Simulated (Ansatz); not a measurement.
# Ba3YW: the cost of one run

Computed with Ansatz 0.2.0 (DFT PBE, scalar-relativistic, plane waves, PAW, unless a step's input says otherwise).

### 1 The system as given

Symmetry: P4/mmm, No. 123, tetragonal system. The conventional cell has a = 4.587 Å, b = 4.587 Å, c = 7.887 Å, α = 90.00°, β = 90.00°, γ = 90.00°. Ba (site symmetry 4mm) is surrounded by 1 W at 2.44 Å. Ba (site symmetry 4/mmm) has 4 W at 3.24 Å as nearest neighbours. Y (site symmetry 4/mmm) is surrounded by 10 Ba at 3.57 to 3.94 Å. Around W (site symmetry 4/mmm) lie 2 Ba at 2.44 Å.

Coordinates:

```
Ba Y W
1.0
     4.58688    0.00000    0.00000
     0.00000    4.58688    0.00000
     0.00000    0.00000    7.88665
Ba Y W
3 1 1
Direct
  0.00000 0.00000 0.30987
  0.00000 0.00000 0.69013
  0.50000 0.50000 0.00000
  0.50000 0.50000 0.50000
  0.00000 0.00000 0.00000
```

A structure generator made this guess: random cell by space group and Wyckoff sites (P4/mmm, No. 123). Its size is a rough estimate.

### 2 The guess as it stands, on a coarse mesh

Contents of input.yaml:

```yaml
crystal:
  lattice:
    - [4.58687735, 0.0, 0.0]
    - [0.0, 4.58687735, 0.0]
    - [0.0, 0.0, 7.88665309]
  atoms:
    - { symbol: Ba, position: [0.0, 0.0, 0.30987036] }
    - { symbol: Ba, position: [0.0, 0.0, 0.69012964] }
    - { symbol: Ba, position: [0.5, 0.5, 0.0] }
    - { symbol: "Y", position: [0.5, 0.5, 0.5] }
    - { symbol: W, position: [0.0, 0.0, 0.0] }
basis:
  ecutwfc: 420
kpoints:
  mp_grid: { grid: [4, 4, 2] }
hamiltonian:
  xc: pbe
scf:
  occupations: { method: gaussian, width: 0.1 }
  lower_state_search: "off"
output:
  forces: true
  stress: true
  eigenvalues: true
```

Run with:

```bash
ansatz run input.yaml --threads 1 --pin off --max-ram 2560MiB --backend cpu --events-out ev --progress --plain --runs-dir out
```

**Question.** How long does this run take on 1 thread of Arm Neoverse N1, shared host, and how much memory does it need?

About 9.7 s, with a peak of 0.42 GiB.
